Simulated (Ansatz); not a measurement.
# Zr3TiN4: what a guessed cell relaxes into, part 2 of 2

Where does this trial cell of Zr3TiN4 go when cell and atoms are let free, and does the end survive a random kick?

Ansatz 0.2.0; DFT PBE, scalar-relativistic, plane waves, PAW. The steps go on from the part before.

**7. Kicked and relaxed without symmetry**

Atoms are moved at random (σ = 0.05 Å a coordinate) and the cell is strained at random (σ = 1.5 % a component).

The input, input.yaml:

```yaml
crystal:
  lattice:
    - [0.0099900833, 0.0232942492, 3.1346721638]
    - [3.0900842318, -4.4741331349, -0.0229030038]
    - [3.1118191302, 4.4894963533, 0.0428291192]
  atoms:
    - { symbol: Zr, position: [-0.0144343848, 0.5044825297, -0.0046041293] }
    - { symbol: Zr, position: [0.4693165378, 0.5056557875, 0.4934665054] }
    - { symbol: Zr, position: [-0.0113562373, -0.014652431, 0.5004248729] }
    - { symbol: Ti, position: [0.5160897452, 0.0118288017, -0.0025773664] }
    - { symbol: "N", position: [0.0279105185, 0.7597105766, 0.7667516265] }
    - { symbol: "N", position: [0.5095094863, 0.7569954601, 0.2461522436] }
    - { symbol: "N", position: [0.4961038385, 0.242721784, 0.7531929848] }
    - { symbol: "N", position: [0.0068604958, 0.2332574914, 0.2471932624] }
basis:
  ecutwfc: 420
kpoints:
  mp_grid: { grid: [6, 4, 4] }
hamiltonian:
  xc: pbe
scf:
  occupations: { method: gaussian, width: 0.2 }
  lower_state_search: "off"
output:
  forces: true
  stress: true
  eigenvalues: true
relax:
  adjacent_minimum: "off"
  f_tol: 0.025
  max_steps: 60
  cell: { stress_tol: 0.25 }
```

On the command line:

```console
ansatz run input.yaml --threads 4 --pin off --max-ram 8192MiB --backend cpu --events-out ev --progress --plain --runs-dir out
```

The log of the run:

```text
Warning: RAYON_NUM_THREADS=4 ignored (pool sized by the plan → 4); use --threads N
Engine: ansatz 0.2.0, x86_64-unknown-linux-gnu
Pseudopotentials: kind: paw
Pseudopotential: Zr, paw, valence charge 12, recommended cutoff 420 eV (normal), Zr.paw.azcp
Pseudopotential: Ti, paw, valence charge 12, recommended cutoff 420 eV (normal), Ti.paw.azcp
Pseudopotential: N, paw, valence charge 5, recommended cutoff 420 eV (normal), N.paw.azcp
Functional definition: PBE
  parameter kappa = 0.804
  parameter beta = 0.06672455060314922
  exchange = pbe_x(kappa = kappa, mu = beta*pi^2/3)
  correlation = pbe_c(beta = beta)
Crystal: 8 atoms, lattice volume = 87.125 Å³
Basis set: ecut = 420 eV, 1697 PW (Γ), exchange–correlation on 48×80×80 points (8 copies of the dense FFT grid, shifted against one another)
Bands: 42, of which v1, the nominal top of the filled ones, is band 34 counted from 1 (33 counted from 0)
Symmetry: 1 space group operations
Space group: P1 (ITA 1), of the structure as read, at distance tolerance 4.4e-5 Å
k-points: 52 of 96 (time reversal used)
Non-local potential: Zr, projectors of the file, l = 0: 3, l = 1: 2, l = 2: 2, l = 3: 2
Non-local potential: Ti, projectors of the file, l = 0: 3, l = 1: 2, l = 2: 3, l = 3: 1
Non-local potential: N, projectors of the file, l = 0: 2, l = 1: 2, l = 2: 1
PAW form: soft (Blöchl's): semilocal exchange-correlation on the pseudo side does not see the compensation charge
PAW one-centre angular grid: Zr, 590 points (default); XC on 64 Gauss nodes
PAW one-centre angular grid: Ti, 590 points (default); XC on 64 Gauss nodes
PAW one-centre angular grid: N, 110 points (default); XC on 64 Gauss nodes
Initial density: superposition of atomic densities (neutral atoms: chi_scale 0, normalization atom), corrected by the library's trained network
Initial wavefunctions: pseudopotential atomic-orbital guess
Functional: x = pbe(κ = 0.804, μ = 0.2195149727645171), c = pbe(β = 0.06672455060314922)
SCF iter   1: F=—  HF=-16600.142522 eV  |F-HF|=—  |Δ(HF+E_count)|=         —  Δρ=4.88e-3  dr2=5.09e-2  ethr=1.77e-3  ⟨swp⟩=4.1  Hψ=8012  notcnv=0
preconditioner: auto → Kerker (q_TF=auto, 2.618 Å⁻¹)  [metal: Δε(μ)=0.022 eV  Ē_g=15.705 eV  σ=0.200 eV  W_gap=0.06  n_scr=30 (ndim 8)  ℏωp=29.2 eV  f_vac=0.000  D(μ)=2.34/eV (n_scr^D=10)]
SCF iter   2: F=—  HF=-16600.137639 eV  |F-HF|=—  |Δ(HF+E_count)|=   4.88e-3  Δρ=2.83e-3  dr2=1.94e-2  ethr=7.48e-5  ⟨swp⟩=1.0  Hψ=2600  notcnv=0
SCF iter   3: F=—  HF=-16600.135754 eV  |F-HF|=—  |Δ(HF+E_count)|=   1.88e-3  Δρ=4.90e-4  dr2=1.69e-4  ethr=2.85e-5  ⟨swp⟩=1.8  Hψ=2186  notcnv=0
SCF iter   4: F=—  HF=-16600.135726 eV  |F-HF|=—  |Δ(HF+E_count)|=   2.86e-5  Δρ=1.42e-4  dr2=3.83e-5  ethr=2.49e-7  ⟨swp⟩=2.0  Hψ=3689  notcnv=0
SCF iter   5: F=—  HF=-16600.135727 eV  |F-HF|=—  |Δ(HF+E_count)|=   1.80e-6  Δρ=3.78e-5  dr2=2.44e-6  ethr=5.64e-8  ⟨swp⟩=2.2  Hψ=2864  notcnv=0
SCF iter   6: F=—  HF=-16600.135727 eV  |F-HF|=—  |Δ(HF+E_count)|=   4.31e-7  Δρ=9.55e-6  dr2=1.21e-7  ethr=3.59e-9  ⟨swp⟩=2.1  Hψ=2953  notcnv=0
SCF iter   7: F=-16600.135727 eV  HF=-16600.135727 eV  |F-HF|=4.92e-9  |Δ(HF+E_count)|=   1.17e-8  Δρ=2.66e-6  dr2=8.31e-9  ethr=1.47e-10  ⟨swp⟩=9.4  Hψ=7882  notcnv=0
SCF 1 converged in 7 iterations: F = -16600.135727 eV  dr2 = 8.31e-9
relax step   1: F+E_penalty+E_count = -16600.13572689 eV  Δ(F+E_penalty+E_count) = +0.000e0 eV  max|allowed force component| = 1.531e0 eV/Å  Δτ_max = 0.0000 Å  P = +18.449 GPa  Ω = 87.125 Å³  (7 SCF iters, dr2 threshold 1.00e-7 eV, accepted)
Crystal: 8 atoms, lattice volume = 94.103 Å³
Basis set: ecut = 420 eV, 1837 PW (Γ), exchange–correlation on 48×80×80 points (8 copies of the dense FFT grid, shifted against one another)
Initial density: handed on by an earlier stage of this run
Initial wavefunctions: those handed on with the density
iter 1 solved again at ethr=1.24e-3 eV; its pass at ethr=3.10e-3 eV (dr2=8.46e-1 eV) is discarded
SCF iter   1: F=—  HF=-16600.763369 eV  |F-HF|=—  |Δ(HF+E_count)|=         —  Δρ=2.27e-2  dr2=8.57e-1  ethr=1.24e-3  ⟨swp⟩=1.0  Hψ=11058  notcnv=0
preconditioner: auto → Kerker (q_TF=auto, 2.584 Å⁻¹)  [metal: Δε(μ)=0.060 eV  Ē_g=8.274 eV  σ=0.200 eV  W_gap=0.17  n_scr=30 (ndim 8)  ℏωp=23.0 eV  f_vac=0.000  D(μ)=2.86/eV (n_scr^D=22)]
SCF iter   2: F=—  HF=-16600.645172 eV  |F-HF|=—  |Δ(HF+E_count)|=   1.18e-1  Δρ=1.05e-2  dr2=2.66e-1  ethr=1.24e-3  ⟨swp⟩=1.2  Hψ=2198  notcnv=0
SCF iter   3: F=—  HF=-16600.590280 eV  |F-HF|=—  |Δ(HF+E_count)|=   5.49e-2  Δρ=2.94e-3  dr2=3.05e-2  ethr=3.91e-4  ⟨swp⟩=2.4  Hψ=2918  notcnv=0
SCF iter   4: F=—  HF=-16600.582643 eV  |F-HF|=—  |Δ(HF+E_count)|=   7.64e-3  Δρ=8.59e-4  dr2=1.11e-3  ethr=4.48e-5  ⟨swp⟩=2.0  Hψ=2960  notcnv=0
SCF iter   5: F=—  HF=-16600.582393 eV  |F-HF|=—  |Δ(HF+E_count)|=   2.50e-4  Δρ=2.05e-4  dr2=6.97e-5  ethr=1.63e-6  ⟨swp⟩=2.0  Hψ=3000  notcnv=0
SCF iter   6: F=—  HF=-16600.582368 eV  |F-HF|=—  |Δ(HF+E_count)|=   2.50e-5  Δρ=6.65e-5  dr2=5.59e-6  ethr=1.02e-7  ⟨swp⟩=2.0  Hψ=3036  notcnv=0
SCF iter   7: F=-16600.582366 eV  HF=-16600.582367 eV  |F-HF|=4.75e-7  |Δ(HF+E_count)|=   8.84e-7  Δρ=1.69e-5  dr2=6.67e-7  ethr=1.18e-9  ⟨swp⟩=7.8  Hψ=9573  notcnv=0
SCF 2 converged in 7 iterations: F = -16600.582366 eV  dr2 = 6.67e-7
relax step   2: F+E_penalty+E_count = -16600.58236632 eV  Δ(F+E_penalty+E_count) = -4.466e-1 eV  max|allowed force component| = 7.558e-1 eV/Å  Δτ_max = 0.1153 Å  P = -4.770 GPa  Ω = 94.103 Å³  energy of the carried Pulay correction = -1.796e-2 eV  (7 SCF iters, dr2 threshold 8.00e-7 eV, accepted)
Crystal: 8 atoms, lattice volume = 93.109 Å³
Basis set: ecut = 420 eV, 1847 PW (Γ), exchange–correlation on 48×80×80 points (8 copies of the dense FFT grid, shifted against one another)
iter 1 solved again at ethr=4.60e-5 eV; its pass at ethr=3.10e-3 eV (dr2=3.13e-2 eV) is discarded
SCF iter   1: F=—  HF=-16600.728496 eV  |F-HF|=—  |Δ(HF+E_count)|=         —  Δρ=5.60e-3  dr2=3.12e-2  ethr=4.60e-5  ⟨swp⟩=1.2  Hψ=12548  notcnv=0
preconditioner: auto → Kerker (q_TF=auto, 2.589 Å⁻¹)  [metal: Δε(μ)=0.065 eV  Ē_g=15.408 eV  σ=0.200 eV  W_gap=0.18  n_scr=30 (ndim 8)  ℏωp=28.3 eV  f_vac=0.000  D(μ)=2.93/eV (n_scr^D=22)]
SCF iter   2: F=—  HF=-16600.724060 eV  |F-HF|=—  |Δ(HF+E_count)|=   4.44e-3  Δρ=3.04e-3  dr2=1.15e-2  ethr=4.59e-5  ⟨swp⟩=1.0  Hψ=2184  notcnv=0
SCF iter   3: F=—  HF=-16600.721401 eV  |F-HF|=—  |Δ(HF+E_count)|=   2.66e-3  Δρ=5.43e-4  dr2=7.75e-4  ethr=1.69e-5  ⟨swp⟩=2.0  Hψ=2986  notcnv=0
SCF iter   4: F=—  HF=-16600.721191 eV  |F-HF|=—  |Δ(HF+E_count)|=   2.10e-4  Δρ=2.08e-4  dr2=5.71e-5  ethr=1.14e-6  ⟨swp⟩=2.0  Hψ=2960  notcnv=0
SCF iter   5: F=—  HF=-16600.721180 eV  |F-HF|=—  |Δ(HF+E_count)|=   1.06e-5  Δρ=4.04e-5  dr2=1.74e-6  ethr=8.40e-8  ⟨swp⟩=2.0  Hψ=2994  notcnv=0
SCF iter   6: F=-16600.721180 eV  HF=-16600.721180 eV  |F-HF|=9.96e-8  |Δ(HF+E_count)|=   1.17e-7  Δρ=1.00e-5  dr2=1.57e-7  ethr=1.18e-9  ⟨swp⟩=6.4  Hψ=8975  notcnv=0
SCF 3 converged in 6 iterations: F = -16600.721180 eV  dr2 = 1.57e-7
relax step   3: F+E_penalty+E_count = -16600.72117999 eV  Δ(F+E_penalty+E_count) = -1.388e-1 eV  max|allowed force component| = 4.410e-1 eV/Å  Δτ_max = 0.0528 Å  P = -2.309 GPa  Ω = 93.109 Å³  energy of the carried Pulay correction = -1.549e-2 eV  (6 SCF iters, dr2 threshold 8.00e-7 eV, accepted)
[... 11 lines left out ...]
relax step   4: F+E_penalty+E_count = -16600.76313606 eV  Δ(F+E_penalty+E_count) = -4.196e-2 eV  max|allowed force component| = 2.765e-2 eV/Å  Δτ_max = 0.0437 Å  P = +0.056 GPa  Ω = 92.194 Å³  energy of the carried Pulay correction = -1.319e-2 eV  (6 SCF iters, dr2 threshold 8.00e-7 eV, accepted)
[... 12 lines left out ...]
relax step   5: F+E_penalty+E_count = -16600.76325009 eV  Δ(F+E_penalty+E_count) = -1.140e-4 eV  max|allowed force component| = 2.460e-3 eV/Å  Δτ_max = 0.0030 Å  P = -0.010 GPa  Ω = 92.226 Å³  energy of the carried Pulay correction = -1.327e-2 eV  (6 SCF iters, dr2 threshold 4.78e-8 eV, accepted)
[... 12 lines left out ...]
relax step   6: F+E_penalty+E_count = -16600.78066678 eV  Δ(F+E_penalty+E_count) = -1.742e-2 eV  max|allowed force component| = 1.856e-3 eV/Å  Δτ_max = 0.0000 Å  P = +0.245 GPa  Ω = 92.226 Å³  stress off target by 3.17e-1 GPa  SCF on the basis re-selected at this cell (its energy is not comparable with the rows above)  (6 SCF iters)
[... 13 lines left out ...]
relax step   7: F+E_penalty+E_count = -16600.78053596 eV  Δ(F+E_penalty+E_count) = +1.308e-4 eV  max|allowed force component| = 4.285e-4 eV/Å  Δτ_max = 0.0002 Å  P = +0.007 GPa  Ω = 92.312 Å³  energy of the carried Pulay correction = -2.129e-4 eV  (6 SCF iters, dr2 threshold 2.51e-7 eV, accepted)
iter 1 solved again at ethr=6.24e-8 eV; its pass at ethr=3.10e-3 eV (dr2=4.25e-5 eV) is discarded
SCF iter   1: F=—  HF=-16600.780751 eV  |F-HF|=—  |Δ(HF+E_count)|=         —  Δρ=6.63e-6  dr2=5.24e-9  ethr=6.24e-8  ⟨swp⟩=4.1  Hψ=14939  notcnv=0
eigensolver tolerance schedule: the retry pair's looser diagonalisation over-reported the residual by 8103.11 of it (diagonalisation noise at 0.20 of the residual, at the tolerance the schedule requests for it); recorded, not acted on — ethr = c·dr2/N_el stays at c = 1.0e-1
preconditioner: auto → Kerker (q_TF=auto, 2.593 Å⁻¹)  [metal: Δε(μ)=0.088 eV  Ē_g=15.448 eV  σ=0.200 eV  W_gap=0.24  n_scr=30 (ndim 8)  ℏωp=28.4 eV  f_vac=0.000  D(μ)=3.02/eV (n_scr^D=30)]
SCF iter   2: F=—  HF=-16600.780739 eV  |F-HF|=—  |Δ(HF+E_count)|=   1.28e-5  Δρ=3.23e-6  dr2=8.99e-10  ethr=7.70e-12  ⟨swp⟩=3.0  Hψ=5001  notcnv=0
iter 3 did not close the SCF: its close was put off for the readings that it lacked (scf_convergence_deferred on its scf_iter line)
SCF iter   3: F=-16600.780739 eV  HF=-16600.780739 eV  |F-HF|=2.47e-9  |Δ(HF+E_count)|=   1.43e-8  Δρ=1.32e-6  dr2=1.98e-10  ethr=1.32e-12  ⟨swp⟩=2.3  Hψ=3142  notcnv=0
iter 4 did not close the SCF: its close was put off for the readings that it lacked (scf_convergence_deferred on its scf_iter line)
SCF iter   4: F=-16600.780739 eV  HF=-16600.780739 eV  |F-HF|=1.46e-11  |Δ(HF+E_count)|=   2.50e-9  Δρ=1.50e-7  dr2=6.22e-12  ethr=1.00e-12  ⟨swp⟩=1.0  Hψ=2184  notcnv=0
iter 5 did not close the SCF: its close was put off for the readings that it lacked (scf_convergence_deferred on its scf_iter line)
SCF iter   5: F=-16600.780739 eV  HF=-16600.780739 eV  |F-HF|=3.64e-12  |Δ(HF+E_count)|=  1.46e-11  Δρ=2.82e-8  dr2=1.07e-12  ethr=1.00e-12  ⟨swp⟩=1.0  Hψ=2184  notcnv=0
iter 6 did not close the SCF: its close was put off for the readings that it lacked (scf_convergence_deferred on its scf_iter line)
SCF iter   6: F=-16600.780739 eV  HF=-16600.780739 eV  |F-HF|=3.64e-12  |Δ(HF+E_count)|=  3.64e-12  Δρ=7.30e-9  dr2=4.96e-14  ethr=1.00e-12  ⟨swp⟩=1.0  Hψ=2184  notcnv=0
SCF iter   7: F=-16600.780739 eV  HF=-16600.780739 eV  |F-HF|=0.00e0  |Δ(HF+E_count)|=  3.64e-12  Δρ=2.49e-9  dr2=4.24e-15  ethr=1.00e-12  ⟨swp⟩=1.2  Hψ=4714  notcnv=0
SCF 8 converged in 7 iterations: F = -16600.780739 eV  dr2 = 4.24e-15
relax step   8: F+E_penalty+E_count = -16600.78073863 eV  Δ(F+E_penalty+E_count) = -2.027e-4 eV  max|allowed force component| = 4.080e-4 eV/Å  Δτ_max = 0.0000 Å  P = +0.008 GPa  Ω = 92.312 Å³  stress off target by 1.33e-2 GPa  SCF on the basis re-selected at this cell (its energy is not comparable with the rows above)  (7 SCF iters)
basis re-selected at this cell: Δ(F+E_penalty+E_count) = -2.027e-4 eV, ΔP = +0.002 GPa vs the last step (what re-selecting the basis moved, of the pressure what is left beyond the Pulay correction that the steps carried, after the strain that the cell walked since its last selection, with what the two solves' SCF thresholds leave and, on support functions, any second-order correction that the steps lacked; it is no measure of the basis error at this ecutwfc). This SCF's stress stands 1.33e-2 GPa from its target on what of the cell is left free (relax.cell.stress_tol is 2.50e-1 GPa) and its largest allowed force component is 4.08e-4 eV/Å (relax.f_tol is 2.50e-2 eV/Å): within both
SCF converged after 7 iterations
Free energy (F): -16600.780739 eV
Harris-Foulkes:  -16600.780739 eV  (|F-HF|=0.00e0)
Internal energy: -16600.720401 eV  (E = F + TS)
E sigma→0 (E₀):  -16600.750570 eV
Entropy (-TS):   -0.060338 eV (-7.542 meV/atom)
Fermi energy:    17.345931 eV
--- Per-component energies (eV) ---
  E_band       = -180.709773
  E_kinetic    = 1807.360928
  E_local      = -2713.512717  (includes V_loc(G=0)·N_el)
  E_nonlocal   = 421.096227
  E_hartree    = 900.283957
  E_xc         = -832.133129
  E_vxc        = -1013.020863  (∫ρ·V_xc dr)
  E_paw        = -10415.084428  (= ΣΔE_a)
  E_vpaw       = -483.201804  (= ΣTr[D̂ρ^β])
  E_aug_tail   = 0.000544  (compensation charges beyond the density's cutoff)
  E_ewald      = -5768.731782
  E_smearing   = -0.060338  (= −TS)
  E_closure    = 0.000000  (closes the sum)
  Σ components = -16600.780739   (vs F -16600.780739, Δ=0.00e0)
--- Forces (eV/Å), atoms counted from 1 ---
  atom   1  Zr     0.00008007    -0.00001826     0.00008239
  atom   2  Zr    -0.00017083     0.00003017     0.00004671
  atom   3  Zr    -0.00007797     0.00007468    -0.00001672
  atom   4  Ti     0.00002548    -0.00013799    -0.00016413
  atom   5  N      0.00040803     0.00004092     0.00002095
  atom   6  N      0.00001133    -0.00017443     0.00015555
  atom   7  N     -0.00003737     0.00001016    -0.00013061
  atom   8  N     -0.00023874     0.00017475     0.00000587
  max |Σ_I F_I| component: 5.66e-9 eV/Å
--- Stress (GPa, compression-positive) ---
        0.012365      -0.001823      -0.000038
       -0.001823       0.002795      -0.005203
       -0.000038      -0.005203       0.009516
  P = ⅓ Tr σ = 0.0082 GPa (0.082 kbar)
--- Band table (eV; the first three rows and the last of 52) ---
  k-point 0: bands = ["-40.5679", "-32.2015", "-32.0019", "-31.9809", "-16.8680", "-16.8473", "-16.7640", "-10.9966", "-10.7243", "-10.4062", "-10.1069", "-9.9765", "-9.8347", "-9.8191", "-9.8159", "-9.8134", "0.9662", "1.6782", "3.1866", "3.2421", "9.5623", "9.7917", "11.6228", "11.6362", "11.9416", "11.9839", "12.5129", "14.0205", "14.2025", "14.2141", "14.8598", "14.8627", "14.8628", "16.8699", "16.8849", "16.9109", "18.4373", "18.4568", "19.2038", "19.3480", "19.4782", "20.2603"]
  k-point 1: bands = ["-40.5679", "-32.1925", "-32.0046", "-31.9878", "-16.8654", "-16.8452", "-16.7639", "-10.8934", "-10.6718", "-10.3652", "-10.0850", "-10.0592", "-9.9865", "-9.8386", "-9.8333", "-9.8146", "1.2713", "1.8801", "2.8355", "2.9773", "10.0552", "10.3407", "11.8027", "11.9221", "12.0869", "12.2425", "12.3228", "13.0486", "13.6930", "13.7338", "14.0642", "14.0733", "15.3033", "17.2669", "17.2773", "17.2817", "18.5569", "18.9913", "19.0359", "19.2544", "19.4110", "19.4529"]
  k-point 2: bands = ["-40.5679", "-32.1825", "-32.0105", "-31.9927", "-16.8630", "-16.8428", "-16.7638", "-10.8007", "-10.4824", "-10.3089", "-10.2339", "-10.1987", "-10.0579", "-9.8675", "-9.8365", "-9.8149", "2.0129", "2.0353", "2.2884", "2.5285", "11.0853", "11.2853", "11.8022", "11.8081", "12.0763", "12.5552", "12.7002", "12.7728", "12.8921", "12.9074", "12.9527", "13.0167", "16.8482", "16.8699", "17.8424", "17.8617", "17.9882", "18.0783", "18.5099", "18.5393", "19.9208", "19.9228"]
  k-point 51: bands = ["-40.5531", "-32.1085", "-31.9796", "-31.9252", "-16.9490", "-16.8310", "-16.8270", "-10.9652", "-10.9115", "-10.5999", "-10.3933", "-10.1091", "-10.1062", "-10.0423", "-9.9612", "-9.8142", "1.5389", "1.8196", "3.1493", "3.2472", "9.5486", "9.7867", "11.5947", "11.6413", "11.9557", "11.9571", "12.5225", "12.5423", "13.9395", "14.0150", "14.0420", "14.2335", "14.2388", "14.4296", "18.8298", "19.0462", "19.2363", "19.4830", "19.8207", "20.6271", "20.7037", "20.7927"]
--- Relaxed structure (6 steps of the walk, 6 accepted, 2 SCFs on fresh bases) ---
  F+E_penalty+E_count = -16600.78073863 eV   max|allowed force component| = 4.080e-4 eV/Å   (the final SCF, on the basis selected at the relaxed cell)
  cell:  # Å, volume = 92.3125 Å³
    - [2.4239085280220937e-5, 0.0001486615202367196, 3.1888317497158374]
    - [3.1952233738191747, -4.52992854584519, -7.439234436995568e-6]
    - [3.195270057881838, 4.529993792891264, -4.023393966924582e-5]
  atoms:
    - { symbol: Zr, position: [-2.978965977202874e-6, 0.4999985281110518, -7.084677464119379e-7] }
    - { symbol: Zr, position: [0.4999952474053385, 0.5000031213799938, 0.5000011942587879] }
    - { symbol: Zr, position: [3.6569861046135384e-7, 2.6415722621476796e-6, 0.49999959843087183] }
    - { symbol: Ti, position: [0.5000105233430657, -3.6503648200975584e-6, 1.580643794236085e-6] }
    - { symbol: N, position: [-8.514607774098298e-7, 0.7602087019411904, 0.7602079722690708] }
    - { symbol: N, position: [0.4999951257107595, 0.7547526812552017, 0.24524691216571176] }
    - { symbol: N, position: [0.500002958181379, 0.24524617885068029, 0.7547551528594004] }
    - { symbol: N, position: [-3.899123985035045e-7, 0.2397917972544393, 0.2397882977401098] }
```

Wall time 22 s (4 threads of Intel Xeon Gold 6455B (Sapphire Rapids), shared host); peak memory 0.56 GiB.

Relaxation path:

| step | energy from step 1 (eV/cell) | largest force component (eV/Å) | pressure (GPa) | volume (Å³) |
| --- | --- | --- | --- | --- |
| 1 | 0.0000 | 1.5308 | 18.45 | 87.12 |
| 2 | -0.4466 | 0.7558 | -4.77 | 94.10 |
| 3 | -0.5855 | 0.4410 | -2.31 | 93.11 |
| 4 | -0.6274 | 0.0277 | 0.06 | 92.19 |
| 5 | -0.6275 | 0.0025 | -0.01 | 92.23 |
| 6 | -0.6449 | 0.0019 | 0.25 | 92.23 |
| 7 | -0.6448 | 0.0004 | 0.01 | 92.31 |
| 8 | -0.6450 | 0.0004 | 0.01 | 92.31 |

Step 1 is the start. Steps 6, 8 each repeat the geometry before them on a plane-wave basis chosen anew, so the energy can jump there without any move.

|  | before | after | change |
| --- | --- | --- | --- |
| a (Å) | 3.135 | 3.189 | +1.7 % |
| b (Å) | 5.438 | 5.543 | +1.9 % |
| c (Å) | 5.463 | 5.544 | +1.5 % |
| α (°) | 110.64 | 109.60 | -0.9 % |
| β (°) | 89.10 | 90.00 | +1.0 % |
| γ (°) | 90.49 | 90.00 | -0.5 % |
| volume (Å³/atom) | 10.89 | 11.54 | +6.0 % |
| shortest distance (Å) | 2.132 | 2.211 | +3.7 % |
| space group (0.01 Å) | P1 | Cmmm | changed |

Change from the reference: -0.4 meV/atom, -0.0 % in volume. At a tolerance of 0.1 Å, which suits this loose relaxation, its space group is Cmmm.

**8. Summary of results**

What follows sums up all 2 parts.

| quantity | value |
| --- | --- |
| symmetry at the end (tolerance 0.05 Å) | space group Cmmm (No. 65) |
| conventional cell | a = 6.385 Å, b = 9.033 Å, c = 3.201 Å, α = 90.00°, β = 90.00°, γ = 90.00° |
| volume | 11.54 Å³/atom |
| energy over the elements (uncorrected; H, N, O, F and Cl as molecules) | -1.69 eV/atom |
| gap on the mesh | none (metal) |

**Reading.** The space group Cmmm (No. 65) is kept, at nearly the size of the first guess. A negative formation energy is needed for stability but isn't enough; other structures and compounds were not set against it here. It survived the kick, though modes of other wave vectors, which need another repeat, weren't probed. Other magnetic orders were not searched.
